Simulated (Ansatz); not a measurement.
# CH6AlFOSSi: the cost of one run

Program: Ansatz 0.2.0. Level of theory: RKS PBE-D4/STO-3G. These are calculated values, not measurements.

## (1) Starting point

Bond lengths: C1–Si2 1.889 Å, Si2–O3 1.695 Å, Si2–F4 1.631 Å, Si2–S5 2.162 Å, S5–Al6 2.265 Å, C1–H7 1.067 Å, C1–H8 1.146 Å, C1–H9 1.124 Å, O3–H10 1.016 Å, Al6–H11 1.590 Å, Al6–H12 1.586 Å. Angles (14 of 17 angles, heavy atoms first): C1–Si2–O3 107.6°, C1–Si2–F4 113.1°, C1–Si2–S5 109.2°, O3–Si2–F4 108.4°, O3–Si2–S5 110.0°, F4–Si2–S5 108.5°, Si2–S5–Al6 94.7°, Si2–C1–H7 110.4°, Si2–C1–H8 105.6°, Si2–C1–H9 105.4°, Si2–O3–H10 106.2°, S5–Al6–H11 120.1°, S5–Al6–H12 118.2°, H7–C1–H8 110.2°.

Coordinates:

```xyz
12

C    -0.3456   -1.5241   -0.0100
Si   -0.0526    0.0615    0.9738
O     0.3958   -0.3868    2.5461
F    -1.3754    1.0105    1.0670
S     1.5381    1.1915    0.0435
Al    0.2965    1.8207   -1.7437
H     0.5643   -2.0720   -0.1105
H    -0.7186   -1.1844   -1.0388
H    -1.1647   -2.0667    0.5352
H     1.2616   -0.9109    2.4563
H    -0.5952    3.1353   -1.6714
H     0.2727    0.8701   -3.0135
```

## (2) End point A

input.yaml

```yaml
crystal:
  periodic: [false, false, false]
  atoms:
    - { symbol: C, position_ang: [-0.3456, -1.5241, -0.01] }
    - { symbol: Si, position_ang: [-0.0526, 0.0615, 0.9738] }
    - { symbol: O, position_ang: [0.3958, -0.3868, 2.5461] }
    - { symbol: F, position_ang: [-1.3754, 1.0105, 1.067] }
    - { symbol: S, position_ang: [1.5381, 1.1915, 0.0435] }
    - { symbol: Al, position_ang: [0.2965, 1.8207, -1.7437] }
    - { symbol: H, position_ang: [0.5643, -2.072, -0.1105] }
    - { symbol: H, position_ang: [-0.7186, -1.1844, -1.0388] }
    - { symbol: H, position_ang: [-1.1647, -2.0667, 0.5352] }
    - { symbol: H, position_ang: [1.2616, -0.9109, 2.4563] }
    - { symbol: H, position_ang: [-0.5952, 3.1353, -1.6714] }
    - { symbol: H, position_ang: [0.2727, 0.8701, -3.0135] }
basis:
  gaussian: { orbitals: STO-3G }
hamiltonian:
  xc: pbe
  dispersion: d4
relax:
  f_tol: 0.015
  max_steps: 40
output:
  orbitals: {}
```

On the command line:

```
$ ansatz run input.yaml --threads 1 --pin off --max-ram 2048MiB --backend cpu --events-out ev --progress --plain --runs-dir out
```

What time and memory should one allow on 1 thread of Intel Xeon Platinum 8488C (Sapphire Rapids), shared host?

About 1.7 min, with a peak of 0.24 GiB.
